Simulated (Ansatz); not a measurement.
# GdO (F-43m) in Ansatz: a series of runs

Aim: see how the results for GdO move with the level of theory and the settings. Levels: LDA+U, PBE. Tasks: band structure, phonons.

Program: Ansatz 0.2.0. These are calculated values, not measurements. Logs are shortened: lines on timing, memory, paths and dates and some standing lists are left out, and cuts for length are marked.

## (1) Starting point

Symmetry: F-43m, No. 216, cubic system. Conventional cell: a = 5.400 Å, b = 5.400 Å, c = 5.400 Å, α = 90.00°, β = 90.00°, γ = 90.00°. Around Gd (site symmetry -43m) lie 4 O at 2.34 Å. O (site symmetry -43m) is surrounded by 4 Gd at 2.34 Å.

The cell comes from a database or a generator and needn't be the stable form of this composition.

## (2) Band structure, LDA+U, collinear spin, ferromagnetic start

input.yaml reads:

```yaml
crystal:
  lattice:
    - [0.0, 2.7, 2.7]
    - [2.7, 0.0, 2.7]
    - [2.7, 2.7, 0.0]
  atoms:
    - { symbol: Gd, position: [0.0, 0.0, 0.0], spin: 7.0 }
    - { symbol: O, position: [0.25, 0.25, 0.25] }
hamiltonian:
  xc: lda
  pseudopotentials: { kind: paw }
  hubbard: { sites: [{ species: Gd, l: f, u_eff: 5.0 }] }
magnetization:
  spin_polarized: true
kpoints:
  mp_grid: { grid: [9, 9, 9] }
  band_path:
    path:
      - [[0.0, 0.0, 0.0], [0.5, 0.0, 0.5], [0.5, 0.25, 0.75], [0.375, 0.375, 0.75], [0.0, 0.0, 0.0], [0.5, 0.5, 0.5], [0.625, 0.25, 0.625], [0.5, 0.25, 0.75], [0.5, 0.5, 0.5], [0.375, 0.375, 0.75]]
      - [[0.625, 0.25, 0.625], [0.5, 0.0, 0.5]]
    npoints: 14
scf:
  occupations: { method: fermi_dirac, width: 0.05 }
  n_extra_bands: 6
output:
  forces: true
  stress: true
  eigenvalues: true
  fatbands: true
```

Potentials or basis: Ansatz PAW.

Started as:

```sh
$ ansatz run input.yaml --threads 2 --pin off --max-ram 5632MiB --backend cpu --events-out ev --progress --plain --runs-dir out
```

Standard output:

```text
Warning: the band count 18 (scf.n_extra_bands) hosts the net moment |M| = 7.0000 μB (N_el = 24) but caps the reachable moment at 2·n_bands − N_el = 12.0000 μB, below the 20 bands that the automatic rule leaves for it — a moment growing past the seed, or the majority channel's smearing tail, pins there with fewer empty majority states than that count leaves; raise or omit scf.n_extra_bands unless the cap is intended
Warning: RAYON_NUM_THREADS=2 ignored (pool sized by the plan → 2); use --threads N
Gd: projections on atomic orbitals take those of the free atom [Kr 4d10] 4f7 5s2 5p6 5d1 6s2, of charge +0.00 (hamiltonian.pseudopotentials.projection_atoms); the dataset's partial waves leave at most 2.5e-4 of an orbital's norm unspanned inside its sphere
O: projections on atomic orbitals take those of the free atom [He] 2s2 2p4, of charge +0.00 (hamiltonian.pseudopotentials.projection_atoms); the dataset's partial waves leave at most 1.9e-8 of an orbital's norm unspanned inside its sphere
scf.n_extra_bands = 6 over 12 filled bands (N_el = 24.0): the run solves 18 bands
Engine: ansatz 0.2.0, x86_64-unknown-linux-gnu
Pseudopotentials: kind: paw
Pseudopotential: Gd, paw, valence charge 18, recommended cutoff 420 eV (normal), Gd.paw.azcp
Pseudopotential: O, paw, valence charge 6, recommended cutoff 420 eV (normal), O.paw.azcp
Functional definition: SPW92
  exchange = slater_x
  correlation = pw_c
Crystal: 2 atoms, lattice volume = 39.366 Å³
Basis set: ecut = 420 eV, 749 PW (Γ)
Bands: 18, of which v1, the nominal top of the filled ones, is band 12 counted from 1 (11 counted from 0)
Symmetry: 24 space group operations
Space group: F-43m (ITA 216), of the structure as read, at distance tolerance 3.4e-5 Å
Magnetic group: BNS 216.74 (UNI 1576), of the structure as read, at distance tolerance 3.4e-5 Å
k-points: 35 of 729 (time reversal used)
Non-local potential: Gd, projectors of the file, l = 0: 3, l = 1: 2, l = 2: 2, l = 3: 3
Non-local potential: O, projectors of the file, l = 0: 2, l = 1: 2, l = 2: 1
PAW form: soft (Blöchl's): semilocal exchange-correlation on the pseudo side does not see the compensation charge
PAW frozen core: Gd, regenerated for the run's functional, and the local potential with it (the file was generated under x = pbe(κ = 0.804, μ = 0.2195149727645171), c = pbe(β = 0.06672455060314922))
PAW frozen core: O, regenerated for the run's functional, and the local potential with it (the file was generated under x = pbe(κ = 0.804, μ = 0.2195149727645171), c = pbe(β = 0.06672455060314922))
PAW one-centre angular grid: Gd, 590 points (default); XC on 64 Gauss nodes
PAW one-centre angular grid: O, 110 points (default); XC on 64 Gauss nodes
Initial density: superposition of atomic densities (chi_scale 0.1, normalization cell, long waves kept (reshape's long-wave potential 0.00 eV rms))
Starting moments: Σ|m| = 7 μB on 1 of 2 sites
Initial wavefunctions: pseudopotential atomic-orbital guess
Functional: x = slater, c = lda
[... 11 lines left out ...]
SCF iter   9: F=—  HF=-9684.745834 eV  |F-HF|=—  |Δ(HF+E_count)|=   9.79e-5  Δρ=3.62e-4 (↑2.67e-4 ↓3.62e-4)  dr2=3.08e-5  dr2_m=2.82e-5  M=7.837 μB ∫|m|=7.850 μB  β_m=0.97  ethr=5.26e-7  ⟨swp⟩=2.0  Hψ=2400  notcnv=0  defer=11
SCF iter  10: F=—  HF=-9684.745949 eV  |F-HF|=—  |Δ(HF+E_count)|=   1.15e-4  Δρ=7.33e-5 (↑4.79e-5 ↓7.33e-5)  dr2=1.54e-6  dr2_m=1.07e-6  M=7.836 μB ∫|m|=7.849 μB  β_m=0.98  ethr=1.29e-7  ⟨swp⟩=2.0  Hψ=1985  notcnv=0  defer=13
SCF iter  11: F=—  HF=-9684.745954 eV  |F-HF|=—  |Δ(HF+E_count)|=   4.38e-6  Δρ=1.96e-5 (↑1.34e-5 ↓1.96e-5)  dr2=1.55e-7  dr2_m=6.89e-8  M=7.836 μB ∫|m|=7.849 μB  β_m=0.99  ethr=6.41e-9  ⟨swp⟩=3.0  Hψ=2208  notcnv=0  defer=13
SCF iter  12: F=—  HF=-9684.745954 eV  |F-HF|=—  |Δ(HF+E_count)|=   2.71e-7  Δρ=5.24e-6 (↑2.66e-6 ↓5.24e-6)  dr2=1.08e-8  dr2_m=3.44e-9  M=7.836 μB ∫|m|=7.849 μB  β_m=0.87  ethr=6.46e-10  ⟨swp⟩=2.0  Hψ=1982  notcnv=0  defer=13
SCF iter  13: F=-9684.745954 eV  HF=-9684.745954 eV  |F-HF|=9.26e-10  |Δ(HF+E_count)|=   9.33e-9  Δρ=1.12e-6 (↑1.12e-6 ↓1.05e-6)  dr2=1.70e-9  dr2_m=5.53e-11  M=7.836 μB ∫|m|=7.849 μB  ethr=4.51e-11  ⟨swp⟩=2.8  Hψ=4582  notcnv=0
SCF 1 converged in 13 iterations: F = -9684.745954 eV  dr2 = 1.70e-9
NSCF: frozen V_eff on 142 k-points
SCF converged after 13 iterations
Magnetization: 7.8358 μB (15.9179 up, 8.0821 down)
Absolute magnetization: 7.8494 μB (∫|ρ↑−ρ↓|, with the PAW one-centre terms)
Spin contamination: 0.0084 ħ² per cell (⟨S²⟩ above its minimum at these occupations)
Per-site moments (μB) at R_I (Å): [(7.002022155674473, 0.9645357934649187), (0.008313237791038049, 0.9645357934649187)]
Free energy (F): -9684.745954 eV
Harris-Foulkes:  -9684.745954 eV  (|F-HF|=9.26e-10)
Internal energy: -9684.738713 eV  (E = F + TS)
E sigma→0 (E₀):  -9684.742334 eV
Entropy (-TS):   -0.007241 eV (-3.620 meV/atom)
Fermi energy:    12.292993 eV
--- Per-component energies (eV) ---
  E_band       = -55.894057
  E_kinetic    = 578.541985
  E_local      = -2489.803224  (includes V_loc(G=0)·N_el)
  E_nonlocal   = 342.349125
  E_hartree    = 1010.524433
  E_xc         = -304.942676
  E_vxc        = -347.139241  (∫ρ·V_xc dr)
  E_hubbard    = 0.100384  (on-site DFT+U / exact-exchange correction)
  E_vhub       = -17.374706  (the Hubbard potential's part of the band-sum identity)
  E_paw        = -6391.255664  (= ΣΔE_a)
  E_vpaw       = -143.518100  (= ΣTr[D̂ρ^β])
  E_aug_tail   = 0.002457  (compensation charges beyond the density's cutoff)
  E_ewald      = -2431.631488
  E_core_change = 1.375955  (= ΣΔE_core)
  E_smearing   = -0.007241  (= −TS)
  E_closure    = 0.000000  (closes the sum)
  Σ components = -9684.745954   (vs F -9684.745954, Δ=0.00e0)
--- Forces (eV/Å), atoms counted from 1 ---
  atom   1  Gd     0.00000000    -0.00000000    -0.00000000
  atom   2  O     -0.00000000     0.00000000    -0.00000000
  max |Σ_I F_I| component: 1.11e-16 eV/Å
--- Stress (GPa, compression-positive) ---
       -6.977351       0.000000      -0.000000
        0.000000      -6.977351      -0.000000
       -0.000000      -0.000000      -6.977351
  P = ⅓ Tr σ = -6.9774 GPa (-69.774 kbar)
--- Band table (eV; the first three rows and the last of 70) ---
  k-point 0 ↑: bands = ["-33.7420", "-10.9762", "-10.9762", "-10.9762", "-7.0242", "3.9875", "3.9875", "3.9875", "4.1445", "4.1687", "4.1687", "4.1687", "6.4825", "6.4825", "6.4825", "9.9080", "14.3973", "14.3973"]
  k-point 1 ↑: bands = ["-33.7376", "-11.0940", "-10.9853", "-10.9853", "-6.9141", "3.9896", "3.9951", "3.9951", "4.1538", "4.1567", "4.1567", "4.1690", "6.3632", "6.5436", "6.5436", "10.3862", "14.2027", "14.2027"]
  k-point 2 ↑: bands = ["-33.7267", "-11.3642", "-11.0081", "-11.0081", "-6.6700", "4.0000", "4.0109", "4.0109", "4.1341", "4.1341", "4.1659", "4.1699", "6.2690", "6.6824", "6.6824", "11.4083", "13.9720", "13.9720"]
  k-point 34 ↓: bands = ["-30.6404", "-10.0019", "-9.0006", "-8.8574", "-5.4020", "6.7488", "7.0449", "7.6649", "12.6815", "13.3476", "14.1058", "14.1174", "14.2206", "14.2536", "14.2953", "14.3997", "14.4478", "16.2866"]
Occupation matrices written to <dir>
```

Run time: 13 s. Hardware: 2 threads of Intel Xeon at 2.70GHz, shared host; peak memory 0.44 GiB.

Results:

```
Free energy            : -9684.7460 eV
Pressure               : -7.0 GPa
Band gap on the k mesh : none (metal or under the smearing width)
Net moment             : 7.84 μB per cell
Absolute moment        : 7.85 μB per cell
Site moments           : Gd +7.00; O +0.01 μB
```

Levels at the corners of the path, in eV from the Fermi level:
Spin up:
| point | band 12 | band 13 | band 14 | band 15 | band 16 | band 17 | band 18 |
| --- | --- | --- | --- | --- | --- | --- | --- |
| Γ | -8.12 | -5.81 | -5.81 | -5.81 | -2.38 | 2.10 | 2.10 |
| X | -8.14 | -6.39 | -4.67 | -4.67 | -1.01 | 0.70 | 3.65 |
| W | -8.13 | -5.70 | -5.29 | -4.66 | -1.03 | 0.41 | 2.88 |
| K | -8.14 | -5.98 | -4.88 | -4.86 | -1.05 | 0.84 | 2.41 |
| Γ | -8.12 | -5.81 | -5.81 | -5.81 | -2.38 | 2.10 | 2.10 |
| L | -8.12 | -5.58 | -5.41 | -5.41 | 0.06 | 2.04 | 2.04 |
| U | -8.14 | -5.98 | -4.88 | -4.86 | -1.05 | 0.84 | 2.41 |
| W | -8.13 | -5.70 | -5.29 | -4.66 | -1.03 | 0.41 | 2.88 |
| L | -8.12 | -5.58 | -5.41 | -5.41 | 0.06 | 2.04 | 2.04 |
| K | -8.14 | -5.98 | -4.88 | -4.86 | -1.05 | 0.84 | 2.41 |
| U | -8.14 | -5.98 | -4.88 | -4.86 | -1.05 | 0.84 | 2.41 |
| X | -8.14 | -6.39 | -4.67 | -4.67 | -1.01 | 0.70 | 3.65 |
Spin down:
| point | band 5 | band 6 | band 7 | band 8 | band 9 | band 10 | band 11 | band 12 |
| --- | --- | --- | --- | --- | --- | --- | --- | --- |
| Γ | -19.19 | -5.70 | -5.70 | -5.70 | -1.58 | 1.82 | 1.82 | 1.82 |
| X | -17.74 | -6.25 | -4.58 | -4.58 | 0.35 | 0.98 | 1.83 | 1.89 |
| W | -17.67 | -5.43 | -5.35 | -4.59 | 0.36 | 1.01 | 1.82 | 1.82 |
| K | -17.72 | -5.82 | -4.80 | -4.80 | 0.27 | 1.20 | 1.81 | 1.85 |
| Γ | -19.19 | -5.70 | -5.70 | -5.70 | -1.58 | 1.82 | 1.82 | 1.82 |
| L | -18.07 | -5.30 | -5.30 | -5.29 | 0.77 | 1.66 | 1.78 | 1.78 |
| U | -17.72 | -5.82 | -4.80 | -4.80 | 0.27 | 1.20 | 1.81 | 1.85 |
| W | -17.67 | -5.43 | -5.35 | -4.59 | 0.36 | 1.01 | 1.82 | 1.82 |
| L | -18.07 | -5.30 | -5.30 | -5.29 | 0.77 | 1.66 | 1.78 | 1.78 |
| K | -17.72 | -5.82 | -4.80 | -4.80 | 0.27 | 1.20 | 1.81 | 1.85 |
| U | -17.72 | -5.82 | -4.80 | -4.80 | 0.27 | 1.20 | 1.81 | 1.85 |
| X | -17.74 | -6.25 | -4.58 | -4.58 | 0.35 | 0.98 | 1.83 | 1.89 |

Eigenvalues of the final occupation matrices:
```
  site  spin  trace                         eigenvalues
site 1     1   6.99  1.00 1.00 1.00 1.00 1.00 1.00 1.00
site 1     2   0.04  0.00 0.00 0.00 0.00 0.00 0.00 0.01
```

Caveat: the magnetic or orbital state may not be the lowest; the pressure holds a Pulay correction of +0.4 GPa for the finite cutoff; spin-orbit coupling is left out, which moves the levels of the heavy elements; a cell with one magnetic atom can't hold antiferromagnetic order, which such compounds often take; the PAW data sets come from PBE, with cores solved anew for the run's functional, which leaves a small shift of forces and pressure. The state reached can hang on the start; a lower one may exist.

## (3) Phonons, PBE, collinear spin, ferromagnetic start

input.yaml reads:

```yaml
crystal:
  lattice:
    - [0.0, 2.7, 2.7]
    - [2.7, 0.0, 2.7]
    - [2.7, 2.7, 0.0]
  atoms:
    - { symbol: Gd, position: [0.0, 0.0, 0.0], spin: 7.0 }
    - { symbol: O, position: [0.25, 0.25, 0.25] }
hamiltonian:
  xc: pbe
  pseudopotentials: { kind: paw }
magnetization:
  spin_polarized: true
kpoints:
  mp_grid: { grid: [8, 8, 8] }
scf:
  occupations: { method: fermi_dirac, width: 0.05 }
phonons:
  method: dfpt
  qmesh: [2, 2, 2]
  temperatures: { t_max: 1000, t_step: 100 }
  qpath:
    path:
      - [[0.0, 0.0, 0.0], [0.5, 0.0, 0.5], [0.5, 0.25, 0.75], [0.375, 0.375, 0.75], [0.0, 0.0, 0.0], [0.5, 0.5, 0.5], [0.625, 0.25, 0.625], [0.5, 0.25, 0.75], [0.5, 0.5, 0.5], [0.375, 0.375, 0.75]]
      - [[0.625, 0.25, 0.625], [0.5, 0.0, 0.5]]
    npoints: 8
```

Potentials or basis: Ansatz PAW.

Started as:

```sh
$ ansatz run input.yaml --threads 2 --pin off --max-ram 5632MiB --backend cpu --events-out ev --progress --plain --runs-dir out
```

Standard output:

```text
Warning: phonons: the dynamical matrix that this run interpolates holds no multipole term above the dipole-dipole one, and a site of this crystal is no centre of inversion, so its interpolated transverse optical and acoustic branches and sound speeds can stay off near Gamma, and the density of states and the thermodynamics with them. What a run solves at a wave vector of phonons.qpoints, Gamma apart, where the deck admits one, is free of this, and under fd what a larger phonons.supercell samples
Warning: RAYON_NUM_THREADS=2 ignored (pool sized by the plan → 2); use --threads N
Engine: ansatz 0.2.0, x86_64-unknown-linux-gnu
Pseudopotentials: kind: paw
Pseudopotential: Gd, paw, valence charge 18, recommended cutoff 420 eV (normal), Gd.paw.azcp
Pseudopotential: O, paw, valence charge 6, recommended cutoff 420 eV (normal), O.paw.azcp
Functional definition: PBE
  parameter kappa = 0.804
  parameter beta = 0.06672455060314922
  exchange = pbe_x(kappa = kappa, mu = beta*pi^2/3)
[... 85 lines left out ...]
--- Phonons (Γ-DFPT): 2 representative perturbations + reference (Σ response iterations 6) ---
  ASR residual: 5.963e-4 → 0.000e0 eV/Å²; symmetrization residual: 1.248e-7 eV/Å²
  ASR residual per site (eV/Å²): 5.96e-4 1.12e-5
  Γ frequencies (cm⁻¹): 0.00 0.00 0.00 154.83 154.83 154.83
--- Phonons (arbitrary-q DFPT): 3 irreducible q on the 2×2×2 mesh ---
  q = [0.0000, 0.0000, 0.0000] (star 1, of the zone-centre solve; hermiticity 1.95e-7, symmetrization 2.04e-12): -0.00 0.00 0.00 154.83 154.83 154.83
  q = [0.0000, 0.0000, -0.5000] (star 4, 2 solved perturbations on 150 of 512 k-point pairs; hermiticity 2.90e-7, symmetrization 1.74e-12): 72.58 72.58 118.55 259.03 259.03 264.81
  q = [0.0000, -0.5000, -0.5000] (star 3, 4 solved perturbations in 308 linear systems a pass and spin channel, the states on 95 of 512 k-point pairs; hermiticity 4.79e-7, symmetrization 1.27e-12): 95.31 95.31 101.00 263.71 263.71 283.82
  sum rule: each row above includes the acoustic sum rule's correction from the zone centre's row sums; it moved no ω² by more than (1.02 cm⁻¹)²
  mesh force constants: q→R imaginary residual 8.58e-18; ASR residual 5.963e-4 → 0.000e0 eV/Å²; symmetrization residual 1.261e-15 eV/Å²
  interpolated dispersion: 82 rows × 6 modes
  density of states and harmonic sums: on the 20×20×20 q-mesh, interpolated from the force constants of a 2×2×2 supercell (no non-analytic term)
  largest difference from the sums on the solved wave vectors: F 8.08e-2 eV, S 1.13e-4 and C_V 3.23e-5 eV/K
  zero-point energy: 0.063058 eV/cell   skipped modes (ω ≤ 0): 3   left out of the sums: 6.25e-5 of the cell's modes: C_V's classical limit lies that fraction below 3 k_B per atom; for a crystal, a wire or a layer, F and S can be off by more, and a phonons.interpolated_qmesh denser along its periods is the remedy for the sampling
```

Wall time 70 s (2 threads of Intel Xeon at 2.70GHz, shared host); peak memory 0.95 GiB.

What came out:

| Item | Value |
| --- | --- |
| Free energy | -9902.5401 eV |
| Band gap on the k mesh | none (metal or under the smearing width) |
| Net moment | 7.53 μB per cell |
| Absolute moment | 7.56 μB per cell |
| Site moments | Gd +6.82; O -0.01 μB |
| Highest phonon frequency | 284 cm⁻¹ |

Phonon frequencies in cm⁻¹ (negative: imaginary):
```tsv
q point	frequencies
(0.000, 0.000, 0.000)	0 0 0 155 155 155
(0.000, 0.000, -0.500)	73 73 119 259 259 265
(0.000, -0.500, -0.500)	95 95 101 264 264 284
```

Caveat: spin-orbit coupling is left out, which moves the levels of the heavy elements; the q mesh is small, so phonon branches between its points and thermal values are rough; a cell with one magnetic atom can't hold antiferromagnetic order, which such compounds often take; without U or exact exchange the open f shell lies at the Fermi level, which spoils levels, moments and volumes; some levels weren't fully converged.
